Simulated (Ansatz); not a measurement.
**AlH5Se (SMILES [AlH3-][SeH2+]): a relaxed scan of the dihedral angle H3–Al1–Se2–H6**

How does the energy rise as the dihedral angle H3–Al1–Se2–H6 leaves its equilibrium value, and do density functionals follow CCSD(T)? At each value the rest of the molecule is relaxed at PBE0-D4 with the four atoms held in place.

Program: Ansatz 0.2.0, Gaussian basis. Level of theory: single points in def2-TZVPP. These are calculated values, not measurements.

Levels: PBE-D4, r2SCAN-D4, PBE0-D4, B3LYP-D4, wB97M-V, Hartree-Fock, MP2, CCSD, CCSD(T). The scan takes 86.9, 104.1, 121.2, 138.4, 155.5, 172.7, -170.2°.

Cores are frozen in the correlated methods. Filled d shells of the heavier atoms are correlated. B3LYP uses VWN-RPA correlation.

27 further runs of the same task are left out: 27 set aside as unsound or not needed.

**1. The system as given**

7 atoms, charge 0, spin multiplicity 1.

Atoms are counted from 1 here; the program's logs count them from 0.

Bond lengths: Al1–Se2 2.373 Å, Al1–H3 1.552 Å, Al1–H4 1.585 Å, Al1–H5 1.629 Å, Se2–H6 1.547 Å, Se2–H7 1.526 Å. Angles: Se2–Al1–H3 113.7°, Se2–Al1–H4 107.5°, Se2–Al1–H5 110.2°, H3–Al1–H4 109.2°, H3–Al1–H5 110.0°, H4–Al1–H5 105.9°, Al1–Se2–H6 90.7°, Al1–Se2–H7 92.9°, H6–Se2–H7 89.5°.

Geometry (Å):

```tsv
atom	x (Å)	y (Å)	z (Å)
Al1	-0.4861	-0.5687	-0.4375
Se2	1.0019	0.1753	1.2540
H3	-0.4820	-2.1074	-0.6378
H4	-1.9443	-0.1013	-0.0296
H5	-0.1564	0.1790	-1.8472
H6	1.8881	0.8736	0.1955
H7	0.2400	1.4816	1.4569
```

**2. A first relaxation in a small basis**

pre/in.yaml

```yaml
crystal:
  periodic: [false, false, false]
  atoms:
    - {symbol: Al, position_ang: [-0.486100, -0.568700, -0.437500]}
    - {symbol: Se, position_ang: [1.001900, 0.175300, 1.254000]}
    - {symbol: H, position_ang: [-0.482000, -2.107400, -0.637800]}
    - {symbol: H, position_ang: [-1.944300, -0.101300, -0.029600]}
    - {symbol: H, position_ang: [-0.156400, 0.179000, -1.847200]}
    - {symbol: H, position_ang: [1.888100, 0.873600, 0.195500]}
    - {symbol: H, position_ang: [0.240000, 1.481600, 1.456900]}
basis:
  gaussian: {orbitals: def2-SVP}
hamiltonian: {xc: pbe, dispersion: d4}
relax: {f_tol: 0.03, max_steps: 250}
```

No record of the launch command was kept for these runs.

Further steps of the session: Relaxation at PBE0-D4; Reference energies at the minimum; H3–Al1–Se2–H6 = 86.9°; H3–Al1–Se2–H6 = 104.1°; H3–Al1–Se2–H6 = 121.2°; H3–Al1–Se2–H6 = 138.4°; H3–Al1–Se2–H6 = 155.5°; H3–Al1–Se2–H6 = 172.7°; H3–Al1–Se2–H6 = -170.2°.

Q: Predict the outcome of this session. Wanted: highest point, CCSD(T); lowest point, CCSD(T); RMS deviation from CCSD(T); largest T1 diagnostic.

As calculated:

```
                  quantity                                                                                                                      value
    highest point, CCSD(T)                                                                                                        0.032 eV at 138.4 °
     lowest point, CCSD(T)                                                                                                         0.000 eV at 74.4 °
RMS deviation from CCSD(T)  PBE-D4 0.003, r2SCAN-D4 0.004, PBE0-D4 0.001, B3LYP-D4 0.002, wB97M-V 0.000, Hartree-Fock 0.003, MP2 0.000, CCSD 0.000 eV
     largest T1 diagnostic                                                                                                                      0.009
```

What this shows: Over the points sampled the torsion costs at most 0.032 eV, a hindered rotation that is fast at room temperature. The curve of MP2 lies nearest to CCSD(T), that of r2SCAN-D4 farthest.
